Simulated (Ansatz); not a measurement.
## MoS2, space group P-6m2: a check of PAW against all-electron LAPW, step by step

Computed with the Ansatz DFT code, driven from Python.

At the Python prompt:
```pycon
>>> import ansatz as az
>>> import numpy as np
>>> def count_gap(report):
...     # lowest empty less highest filled band, counting bands; zero where they overlap
...     return max(report.get("gap_by_band_count_ev") or 0.0, 0.0)
...
>>> system = (
...     az.Lattice.of((3.18412608, 0.0, 0.0), (-1.59206304, 2.75753408, 0.0), (0.0, 0.0, 17.33459995))
...     .atom("Mo", (0.0, 0.0, 0.0))
...     .atom("S", (1 / 3, 2 / 3, 0.08949298))
...     .atom("S", (1 / 3, 2 / 3, 0.91050702))
... )
>>> job = (
...     system.calculation()
...     .functional("lda")
...     .kpoints(12, 12, 2)
...     .occupations("fermi_dirac", width=0.05)
...     .stress()
...     .forces()
...     .band_table()
... )
>>> variants = {
...     "PAW": job.pseudopotentials("paw"),
...     "LAPW": job.pseudopotentials("all_electron", lapw=True),
... }
>>> # totals differ by the cores that each treatment holds, so compare what does not depend on them
>>> rows = []
>>> for label, variant in variants.items():
...     rep = variant.run().report
...     levels = np.array(rep["eigenvalues_ev"][0]) - rep["fermi_energy_ev"]
...     print(label, "levels at the first k-point near E_F:", np.round(levels[np.abs(levels) < 5], 3))
...     rows.append((label, rep["n_electrons"], np.trace(rep["stress_gpa"]) / 3, float(np.abs(rep["forces_ev_ang"]).max()), count_gap(rep)))
...
DeckWarning: basis.ecutwfc = 420 eV, auto-derived from the records' recommended cutoffs: set by Mo (normal level)
PAW levels at the first k-point near E_F: [-3.507 -3.507 -2.571 -2.381 -2.381 -0.805  1.922  1.922  2.213  2.213]
LAPW levels at the first k-point near E_F: [-3.507 -3.507 -2.572 -2.381 -2.381 -0.807  1.922  1.922  2.214  2.214
  4.679]
>>> print("     treatment  electrons in bands           P GPa  max force component eV/A  gap by band count eV")
     treatment  electrons in bands           P GPa  max force component eV/A  gap by band count eV
>>> for row in rows:
...     print(f"{str(row[0]):>14s}  {row[1]:18.1f}  {row[2]:14.3f}  {row[3]:24.4f}  {row[4]:20.3f}")
...
           PAW                26.0          -2.037                    0.3946                 1.582
          LAPW                60.0          -2.020                    0.3897                 1.585
```

PAW gives -2.037 GPa and LAPW -2.020 GPa, 0.017 GPa apart. They took 7.2 and 112.4 s of processor time.

Spin is left out of this run. Semilocal gaps usually lie well under measured ones. The cell holds layers, chains or clusters in vacuum, no bulk phase; its stress is averaged over the vacuum too and scales with the cell's height. The computed bands are complete only to about 2.1 eV above the Fermi level. An opening on this mesh may only mean that it misses a point where bands touch. Points of the mesh across the vacuum add cost only. The structure comes from a database of computed cells and needn't be a stable or known phase. Gaps and levels are Kohn-Sham values on a finite set of k-points, without spin-orbit coupling. Warnings are shown shortened and without file and line. Pressure is positive in compression; the treatments may keep other shells as core, so totals and counts of electrons can differ. The whole script took 2 min on 1 thread of Arm Neoverse V1, with other jobs on the host, peak memory 0.76 GiB.
